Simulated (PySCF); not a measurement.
# MP2/cc-pVTZ run of GeH2BrF (SMILES [F][GeH2][Br])

Wanted: the energy of GeH2BrF. The job is set up through a Python script.

The calculation is run with PySCF 2.14.0.

11 further runs of the same task are left out: 11 set aside as unsound or not needed.

## Step 1: Starting point

GeH2BrF has 5 atoms, charge 0, and is taken as a singlet. As SMILES, `[F][GeH2][Br]`. Geometry: relaxed at PBE0-D4/def2-TZVP.

Bond lengths: F1–Ge2 1.731 Å, Ge2–Br3 2.286 Å, Ge2–H4 1.529 Å, Ge2–H5 1.529 Å. Angles: F1–Ge2–Br3 106.7°, F1–Ge2–H4 106.9°, F1–Ge2–H5 106.9°, Br3–Ge2–H4 109.4°, Br3–Ge2–H5 109.4°, H4–Ge2–H5 117.0°.

## Step 2: A single-point energy at MP2/cc-pVTZ

Input file calc.py:

```python
from pyscf import gto, mp

mol = gto.M(
    atom='''
F     -2.653553    -1.202622     1.338493
Ge    -0.127745     0.229791    -0.167619
Br     3.375051    -2.112336     0.784614
H      0.143997     2.870683     0.972642
H     -0.643263     0.075400    -3.006365
''',
    max_memory=1860,
    unit='bohr',
    verbose=3,
    basis='cc-pvtz',
    spin=0,
)

mf = mol.RHF()
mf.conv_tol = 1e-12
mf.kernel()

pt = mp.MP2(mf, frozen=19).run()
energy = pt.e_tot
print(f'total energy: {energy:.8f} hartree')
```

Launch:

```sh
$ OMP_NUM_THREADS=1 python calc.py
```

What it wrote:

```text
converged SCF energy = -4748.59359271691
E(RMP2) = -4749.26655661992  E_corr = -0.672963903010123
E(SCS-RMP2) = -4749.24089025409  E_corr = -0.647297537184572
total energy: -4749.26655662 hartree
```

Run time: 9.3 s. Hardware: 1 thread of Intel Xeon 6975P-C (Granite Rapids), shared host; peak memory 0.73 GiB.

## Step 3: Summary of results

At MP2/cc-pVTZ, 19 core orbitals frozen:

| quantity | value |
| --- | --- |
| total energy | -4749.26656 Eh |
| dipole moment (Hartree–Fock density) | 2.42 D |
| HOMO energy (Hartree–Fock orbitals) | -11.65 eV |
| LUMO energy (Hartree–Fock orbitals) | 2.63 eV |
| HOMO–LUMO gap (Hartree–Fock orbitals) | 14.28 eV |
| correlation energy (19 core orbitals frozen) | -673.0 mEh |
